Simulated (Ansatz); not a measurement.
# Sc3InC (Pm-3m): equation of state with a fit, by script

Where is the equilibrium volume of Sc3InC (Pm-3m), and how stiff is it? A script is to give an equation of state with a fit; the system is Sc3InC (Pm-3m).

Computed with the Python package of Ansatz 0.2.0. Level of theory: DFT LDA, plane waves, PAW.

## 1. The system

The structure is cubic, space group Pm-3m (No. 221). The conventional cell has a = 4.551 Å, b = 4.551 Å, c = 4.551 Å, α = 90.00°, β = 90.00°, γ = 90.00°. Around Sc (site symmetry 4/mmm) lie 2 C at 2.28 Å. In (site symmetry m-3m) is surrounded by 12 Sc at 3.22 Å. C (site symmetry m-3m) is surrounded by 6 Sc at 2.28 Å.

No structure file is read: the coordinates are typed or built in the script.

## 2. The code

Input file eos_sc3inc.py:

```python
import warnings

import ansatz as az
import numpy as np
from pymatgen.analysis.eos import EOS

VECTORS = np.array([
    [4.55062037, 0.0, 0.0],
    [0.0, 4.55062037, 0.0],
    [0.0, 0.0, 4.55062037],
])
SITES = [
    ("Sc", (0.5, 0.0, 0.5)),
    ("Sc", (0.0, 0.5, 0.5)),
    ("Sc", (0.5, 0.5, 0.0)),
    ("In", (0.0, 0.0, 0.0)),
    ("C", (0.5, 0.5, 0.5)),
]


def crystal_on(cell):
    crystal = az.Crystal(lattice=az.Lattice.of(cell))
    for symbol, position in SITES:
        crystal = crystal.atom(symbol, position)
    return crystal


def main() -> None:
    warnings.simplefilter("ignore", az.DeckWarning)

    volumes, energies = [], []
    for scale in np.linspace(0.92, 1.08, 7):
        cell = VECTORS * scale ** (1 / 3)
        calc = (
            crystal_on(cell).calculation()
            .mixing("anderson", preconditioner="local_kerker")
            .basis(530, xc_grid=3)
            .scf(max_iterations=100, extra_bands=12, lower_state_search="standard")
            .occupations("fermi_dirac", width=0.01)
            .functional("LDA")
            .kpoints(5, 5, 5)
        )
        r = calc.run().report
        volumes.append(abs(np.linalg.det(cell)) / len(SITES))
        energies.append(r["free_energy_ev"] / len(SITES))
        print(f"V = {volumes[-1]:8.4f} A^3/atom  F = {energies[-1]:.5f} eV/atom")

    for form in ["vinet"]:
        fit = EOS(eos_name=form).fit(volumes, energies)
        print(f"{form:18s} V0 {fit.v0:8.4f} A^3/atom  B0 {fit.b0_GPa:7.1f} GPa  B1 {fit.b1:5.2f}")


if __name__ == "__main__":
    main()
```

## 3. The run

Started as:

```
$ python eos_sc3inc.py
```

**Question.** Estimate the equilibrium volume and the bulk modulus.

**Answer**, as computed:

```
                      quantity            value
                 runs compared                7
               range of energy  111.26 meV/atom
lowest point, volume (Å³/atom)           17.842
      equilibrium volume (fit)    17.69 Å³/atom
            bulk modulus (fit)          113 GPa
```

A third-order Birch-Murnaghan fit through the 7 points (the script's own form may differ a little) has its minimum at 17.69 Å³ an atom, 6.2 % below the typed cell, with a bulk modulus of 113 GPa and dB/dP = 4.1. From that minimum the energy rises by 2.5 meV an atom on the compressed side and 111.7 meV on the expanded side. The window is off centre, so dB/dP is rough. Reading the output:
- These settings explore the input space; cutoff and mesh may be short of convergence.
- The mesh is modest for a metal, so energies are good to some meV an atom at best, and derived values to several per cent.
- The structure comes from a database of computed cells and needn't be a stable or known phase.
